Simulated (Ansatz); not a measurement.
CH4BFGe, SMILES F[B]1[CH2][GeH2]1, a polarisability from point charges

Computed with the Python package of Ansatz (0.2.0).

Typed at the interpreter:
```pycon
>>> import ansatz as az
>>> from ase import Atoms
>>> import numpy as np
>>> atoms = Atoms(['F', 'B', 'C', 'Ge', 'H', 'H', 'H', 'H'], positions=[
...     (-1.3014, 1.3735, 1.6453),
...     (-0.5238, 0.6639, 0.7206),
...     (0.8065, 0.4253, -0.0212),
...     (-0.153, -0.9396, -0.6508),
...     (1.0831, 1.1956, -0.7769),
...     (1.6506, 0.1095, 0.6718),
...     (-1.1464, -0.6605, -1.8368),
...     (-0.3235, -2.2249, 0.1922),
... ])
>>> system = az.Crystal.molecule_from_ase(atoms)
>>> job = system.calculation().basis(gaussian='def2-SVPD').functional('b3lyp').forces()
>>> # charges +q and -q at -R and +R make a nearly even field 2 k q / R^2 at the centre
>>> centre = np.mean([site.position_ang for site in system.cartesian_sites], axis=0)
>>> field = 2 * 14.399645 * 2.0 / 25.0 ** 2
>>> def dipole(axis, sign):
...     arm = 25.0 * np.eye(3)[axis]
...     pair = [{'charge': sign * 2.0, 'position_ang': (centre - arm).tolist()}, {'charge': -sign * 2.0, 'position_ang': (centre + arm).tolist()}]
...     deck = job.input().set(az.key.basis.gaussian.point_charges, pair)
...     return np.array(az.Session.from_dict(deck).plan().execute().report['charge_distribution']['dipole_moment_e_ang'])
...
>>> print(f'field {field:.4f} V/A')
field 0.0922 V/A
>>> alpha = np.array([(dipole(axis, 1) - dipole(axis, -1)) / (2 * field) * 14.399645 for axis in range(3)])

>>> print('polarisability tensor (A^3)')
polarisability tensor (A^3)
>>> print(np.array2string(alpha, precision=3, suppress_small=True))
[[ 8.852 -0.463 -0.629]
 [-0.469 10.269  1.879]
 [-0.634  1.895  9.818]]
>>> print(f'mean {np.trace(alpha) / 3:.3f} A^3 = {np.trace(alpha) / 3 / 0.14818471:.2f} bohr^3')
mean 9.646 A^3 = 65.10 bohr^3
```

Caveats:
- The geometry is a force-field or estimated start, not a minimum of this method, and the basis set is short of its limit. The field of two point charges is only nearly even.
- b3lyp holds the VWN-RPA fit, as in Gaussian; the form of ORCA and Turbomole is b3lyp5.
- It ran for 42 s on 1 thread of Arm Neoverse V1, on a shared host, peak memory 0.38 GiB.

(Lines on the test bed's own set-up are left out of the output.)
